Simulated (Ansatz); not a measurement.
What does this script print? It uses Ansatz 0.2.0 through its Python package.

`cd.py`
```python
# -*- coding: utf-8 -*-
"""Random Cd-Re cells of 8 mixed sites, after relaxing cells and atoms."""

from collections import Counter
import logging
import sys
import warnings

import ansatz as az
import numpy as np

logging.basicConfig(stream=sys.stdout, format="%(levelname)s %(message)s")
logger = logging.getLogger("cd")
logger.setLevel(logging.INFO)


def fcc(a_site, a):
    return (
        az.Lattice.fcc(a)
        .space_group(225)
        .atom(a_site, [0, 0, 0])
        .primitive()
    )

A_FIRST, A_LAST = 4.42, 3.89


def solve(name, crystal):
    calc = (
        crystal.calculation()
        .functional(az.Functional.R2SCAN)
        .basis(620)
        .kpoints(spacing=0.3)  # the mesh must be finer for metals
        .occupations("cold", width=0.1)
        .band_table()  # levels at the mesh points
    )
    calc = calc.relax(force_tolerance=0.01, max_steps=60, cell=True)
    return calc.run(threads=1, backend="cpu")

def relaxed_twice(name, crystal):
    # the second pass draws mesh and plane waves anew for the relaxed cell
    first = solve(name, crystal)
    again = az.Crystal(lattice=az.Lattice.of(first.lattice.cell_ang))
    for site in first.report["lattice"]["sites"]:
        again = again.atom(site["symbol"], site["position_frac"])
    return solve(name, again)


def volume_per_atom(outcome):
    return abs(np.linalg.det(outcome.lattice.cell_ang)) / len(outcome.lattice.sites)


def counts(outcome):
    return Counter(site.symbol for site in outcome.lattice.sites)

warnings.simplefilter("ignore", az.DeckWarning)

phases = {"Cd": fcc("Cd", A_FIRST), "Re": fcc("Re", A_LAST)}
for k in [3]:
    a = A_FIRST + (A_LAST - A_FIRST) * k / 8
    supercell = fcc("Cd", a).supercell(2).resolved()
    for seed in [83]:
        drawn = supercell.site_disorder().occupy("Cd", Cd=8 - k, Re=k).random(seed=seed)
        phases[f"Cd{8 - k}Re{k} seed {seed}"] = drawn.crystal

done = {name: relaxed_twice(name, crystal) for name, crystal in phases.items()}

# x is the share of the second element on the mixed sites; both end members stand on this same lattice
x = {name: counts(o)["Re"] / (counts(o)["Cd"] + counts(o)["Re"]) for name, o in done.items()}
first, last = min(x, key=x.get), max(x, key=x.get)
energy = {name: o.report["energy_sigma0_ev"] / len(o.lattice.sites) for name, o in done.items()}
volume = {name: volume_per_atom(o) for name, o in done.items()}
rows = []
for name in sorted(done, key=x.get):
    line = lambda table: (1 - x[name]) * table[first] + x[name] * table[last]
    rows.append((name, x[name], 1000 * (energy[name] - line(energy)), volume[name], 100 * (volume[name] / line(volume) - 1)))
logger.info("| cell | x(Re) | E_mix (meV/atom) | V (A^3/atom) | excess V (%) |")
logger.info("| --- | --- | --- | --- | --- |")
for row in rows:
    logger.info(f"| {row[0]} | {row[1]:.3f} | {row[2]:+.1f} | {row[3]:.3f} | {row[4]:+.2f} |")
```

Output of `python cd.py`:
```text
INFO | cell | x(Re) | E_mix (meV/atom) | V (A^3/atom) | excess V (%) |
INFO | --- | --- | --- | --- | --- |
INFO | Cd | 0.000 | +0.0 | 21.797 | +0.00 |
INFO | Cd5Re3 seed 83 | 0.375 | +664.8 | 17.441 | -8.93 |
INFO | Re | 1.000 | +0.0 | 14.740 | +0.00 |
```

What to keep in mind:
- For the metals among these phases the mesh is modest: differences between phases can be off by up to 40 meV an atom.
- Spin-orbit coupling, which matters for elements this heavy, is left out.
- Cells of eight mixed sites are far from the random limit, and both end members stand on the same lattice, which need not be their own. Differences under about 40 meV an atom lie within the error of mesh and functional.
- The cells are prototypes set up for this calculation and needn't exist.
- It ran for 5.1 min on 1 thread of Arm Neoverse V2, on a shared host, peak memory 1.2 GiB.

(A comment or docstring line of the script was reworded after the run, the code is as it ran; lines on the test bed's own set-up are left out of the output.)
